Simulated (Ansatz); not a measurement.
Molecular dynamics of Li₉Os₂O₁₂, charge -1

input.yaml

```yaml
crystal:
  lattice:
    - [0.863967, 4.431768, 4.77916]
    - [0.863967, -4.431768, 4.77916]
    - [5.102949, 0.0, 0.0]
  atoms:
    - { symbol: Li, position: [0.3300253, 0.6699748, 0.5] }
    - { symbol: Li, position: [0.6699748, 0.3300253, 0.5] }
    - { symbol: Li, position: [0.4322138, 0.0677862, 0.25] }
    - { symbol: Li, position: [0.0677862, 0.4322138, 0.25] }
    - { symbol: Li, position: [0.25, 0.25, 0.75] }
    - { symbol: Os, position: [0.0, 0.0, 0.5] }
    - { symbol: O, position: [0.5368518, 0.2253567, 0.8845041] }
    - { symbol: O, position: [0.9631482, 0.2746433, 0.6154959] }
    - { symbol: O, position: [0.2746433, 0.9631482, 0.6154959] }
    - { symbol: O, position: [0.2253567, 0.5368518, 0.8845041] }
    - { symbol: O, position: [0.3858336, 0.3858336, 0.3432864] }
    - { symbol: O, position: [0.1141664, 0.1141664, 0.1567136] }
    - { symbol: Li, position: [0.8300253, 0.1699747, 0.0] }
    - { symbol: Li, position: [0.1699747, 0.8300253, 0.0] }
    - { symbol: Li, position: [0.9322138, 0.5677862, 0.75] }
    - { symbol: Li, position: [0.5677862, 0.9322138, 0.75] }
    - { symbol: Os, position: [0.5, 0.5, 0.0] }
    - { symbol: O, position: [0.0368518, 0.7253567, 0.3845041] }
    - { symbol: O, position: [0.4631482, 0.7746433, 0.1154959] }
    - { symbol: O, position: [0.7746433, 0.4631482, 0.1154959] }
    - { symbol: O, position: [0.7253567, 0.0368518, 0.3845041] }
    - { symbol: O, position: [0.8858336, 0.8858336, 0.8432865] }
    - { symbol: O, position: [0.6141664, 0.6141664, 0.6567136] }
total_charge: -1
basis:
  ecutwfc: 420.0
kpoints:
  mp_grid: { grid: [2, 2, 2] }
hamiltonian:
  xc: pbesol
scf:
  occupations: { method: fermi_dirac, width: 0.05 }
  lower_state_search: "off"
md:
  timestep: 1
  n_steps: 130
  ensemble: nve
  temperature: 1800.0
  initial_velocities: maxwell_boltzmann
  seed: 990491
```

Launched with:

```bash
$ ansatz run input.yaml --threads 1 --pin off --max-ram 3072MiB --backend cpu --events-out ev --progress --plain --runs-dir out
```

It starts from an unrelaxed structure (largest force component 2.30 eV/Å).

Output, in part (step lines):

```
md step     0: t =     0.00 fs  T =  1800.0 K  F+E_penalty+E_count = -31059.92928623 eV  E_kin = 5.118696 eV  conserved = -31054.81059027 eV  (10 SCF iters)
md step     1: t =     1.00 fs  T =  1777.9 K  F+E_penalty+E_count = -31059.86616671 eV  E_kin = 5.055779 eV  conserved = -31054.81038802 eV  (10 SCF iters)
md step     2: t =     2.00 fs  T =  1742.4 K  F+E_penalty+E_count = -31059.76499770 eV  E_kin = 4.954776 eV  conserved = -31054.81022217 eV  (9 SCF iters)
md step     3: t =     3.00 fs  T =  1694.5 K  F+E_penalty+E_count = -31059.62869959 eV  E_kin = 4.818602 eV  conserved = -31054.81009752 eV  (9 SCF iters)
md step     4: t =     4.00 fs  T =  1635.1 K  F+E_penalty+E_count = -31059.45985970 eV  E_kin = 4.649859 eV  conserved = -31054.81000119 eV  (10 SCF iters)
md step     5: t =     5.00 fs  T =  1565.2 K  F+E_penalty+E_count = -31059.26087633 eV  E_kin = 4.450969 eV  conserved = -31054.80990687 eV  (4 SCF iters)
md step     6: t =     6.00 fs  T =  1485.6 K  F+E_penalty+E_count = -31059.03430936 eV  E_kin = 4.224531 eV  conserved = -31054.80977848 eV  (4 SCF iters)
md step     7: t =     7.00 fs  T =  1397.4 K  F+E_penalty+E_count = -31058.78337555 eV  E_kin = 3.973799 eV  conserved = -31054.80957613 eV  (4 SCF iters)
[... lines left out ...]
md step   130: t =   130.00 fs  T =   998.7 K  F+E_penalty+E_count = -31057.64828866 eV  E_kin = 2.839954 eV  conserved = -31054.80833462 eV  (11 SCF iters)
```

The steps, from the saved trajectory:

```tsv
time (fs)	T (K)	potential energy less start (eV)	conserved less start (meV/atom)
0.0	1800	0.000	0.00
4.0	1635	0.469	0.03
8.0	1302	1.417	0.06
12.0	904	2.553	0.16
16.0	636	3.315	0.21
20.0	609	3.390	0.15
24.0	730	3.046	0.09
28.0	874	2.636	0.08
32.0	1007	2.256	0.07
36.0	1097	1.999	0.04
40.0	1102	1.988	0.07
44.0	1064	2.095	0.10
48.0	1023	2.211	0.09
52.0	978	2.340	0.10
56.0	956	2.403	0.11
60.0	979	2.337	0.09
64.0	1023	2.211	0.10
68.0	1116	1.949	0.11
72.0	1268	1.515	0.05
76.0	1356	1.264	-0.01
80.0	1267	1.517	0.02
84.0	1037	2.172	0.11
88.0	826	2.774	0.16
92.0	747	2.998	0.18
96.0	834	2.750	0.17
100.0	1054	2.122	0.09
104.0	1244	1.580	-0.04
108.0	1194	1.724	-0.02
112.0	990	2.307	0.18
116.0	969	2.366	0.15
120.0	1102	1.985	0.02
124.0	1150	1.850	0.03
128.0	1067	2.086	0.07
```

All steps were run. The conserved energy stayed within 0.21 meV per atom of its start (net change 0.098 meV per atom), so the integration is sound. A run of 0.13 ps of so small a system gives no equilibrium averages. Limits of this set-up: coarse k mesh, charged cell in a uniform background, uncorrected.

Mean squared displacements from the first frame to the last, about the centre of mass: Li 0.10 Å², Os 0.00 Å², O 0.06 Å².

Last frame:

```xyz
23
Lattice="0.8640 4.4318 4.7792 0.8640 -4.4318 4.7792 5.1029 0.0000 0.0000" Properties=species:S:1:pos:R:3
Li 3.536 -1.514 4.636
Li 3.121 1.544 4.858
Li 1.754 1.834 2.227
Li 1.713 -1.298 2.493
Li 4.209 -0.102 2.330
Os 2.509 -0.012 0.024
O 5.399 1.146 3.407
O 4.043 3.038 6.026
O 4.034 -3.190 6.090
O 5.273 -1.292 3.416
O 2.542 0.226 3.667
O 0.878 0.147 1.031
Li 0.986 2.969 4.938
Li 1.073 -2.709 4.244
Li 5.133 1.401 7.402
Li 4.973 -1.714 7.314
Os 0.925 -0.015 4.762
O 2.790 -2.897 3.817
O 1.614 -1.289 5.771
O 1.387 1.535 5.920
O 2.662 3.021 3.835
O 5.814 -0.161 8.489
O 4.323 -0.141 5.875
```

Run time: 11 min on 1 thread of Arm Neoverse V2 (shared host), peak memory 0.6 GiB.
